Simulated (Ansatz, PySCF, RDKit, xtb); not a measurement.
# Which structure has the formula SnNHO?

Task: start from the formula SnNHO, draw up candidate structures, narrow them down in stages, and characterise the one that lies lowest at 400 K.

The funnel: GFN2-xTB relaxations, single points with a density functional, relaxations at PBE0-D3(BJ)/def2-SVP, harmonic vibrations, and a last energy at a higher level. All values are calculated.

6 further runs of the same task are left out: 6 set aside as unsound or not needed.

### 1 Drawing up candidates

All bonding patterns within simple valence rules are listed by program: one Lewis structure each, at most two rings and one unusual centre or charged pair. O–O, O–halogen and N–halogen bonds and N–N–N chains are not drawn. That gives 11 candidates.

| label | SMILES | spin |
| --- | --- | --- |
| c137 | O[N]=[Sn] | singlet |
| c435 | O[N]=[Sn] | triplet |
| c464 | [O-][NH+]=[Sn] | triplet |
| c474 | [NH]=[Sn]=[O] | singlet |
| c518 | [O-][N+]#[SnH] | singlet |
| c617 | [O-][NH+]=[Sn] | singlet |
| c710 | [NH]1[O][Sn]1 | triplet |
| c817 | [N]1=[SnH][O]1 | singlet |
| c862 | [N]#[Sn][OH] | singlet |
| c868 | [N]1=[Sn-][OH+]1 | singlet |
| c883 | [NH]1[O][Sn]1 | singlet |

Candidates are built by distance geometry, with a force field where one applies, in up to four conformers (letters a to d). 6 starts with atoms placed at random are added, to find patterns that the rules miss.

Q: Predict the outcome of this search (final energies at CCSD(T)/def2-TZVPP).

| quantity | value |
| --- | --- |
| lowest structure found | O[N]=[Sn], singlet, Cs |
| next finalist | [NH]1[O][Sn]1, triplet, 4.9 kcal/mol higher in G |
| share at equilibrium, among the finalists | 99.8 % |
| harmonic wavenumbers, lowest and highest (PBE0-D3(BJ)/def2-SVP) | 183 and 3751 cm⁻¹ |
| rotational constants, same geometry | 20.27, 0.09282, 0.0924 cm⁻¹ |
| dipole moment (PBE0/def2-TZVPD) | 1.70 D |
| HOMO energy (PBE0/def2-TZVPD) | -5.70 eV |
| LUMO energy (PBE0/def2-TZVPD) | -1.71 eV |
| HOMO–LUMO gap (PBE0/def2-TZVPD) | 3.99 eV |
| lowest excitation (TD-CAM-B3LYP/def2-SVPD) | 2.38 eV (f = 0.000) |
| strongest of the states computed, same level | 5.51 eV (f = 0.313) |
| lowest triplet excitation, same level, Tamm-Dancoff | 1.78 eV |
| vertical ionisation energy | 7.58 eV |
| vertical electron affinity | 0.02 eV |
| vertical triplet less singlet | +1.71 eV |

`O[N]=[Sn]` comes out lowest. Among the finalists first place is clear (4.9 kcal/mol); structures outside the list aren't covered. MP2/def2-TZVPP already puts its bonding pattern lowest among the structures in one piece; HF/STO-3G and r2SCAN-D4/def2-SVP favour the singlet [NH]1[O][Sn]1 (c852, not a finalist); PBE0-D3(BJ)/def2-SVP and HF/def2-TZVPP favour the triplet [NH]1[O][Sn]1. A large T1 diagnostic among the finalists warns that one reference determinant may not suffice. It concerns: the winner. Spin-orbit coupling, which matters for elements this heavy, is left out. Lowest found is not proven lowest: the search is finite, and each finalist counts with one conformer.
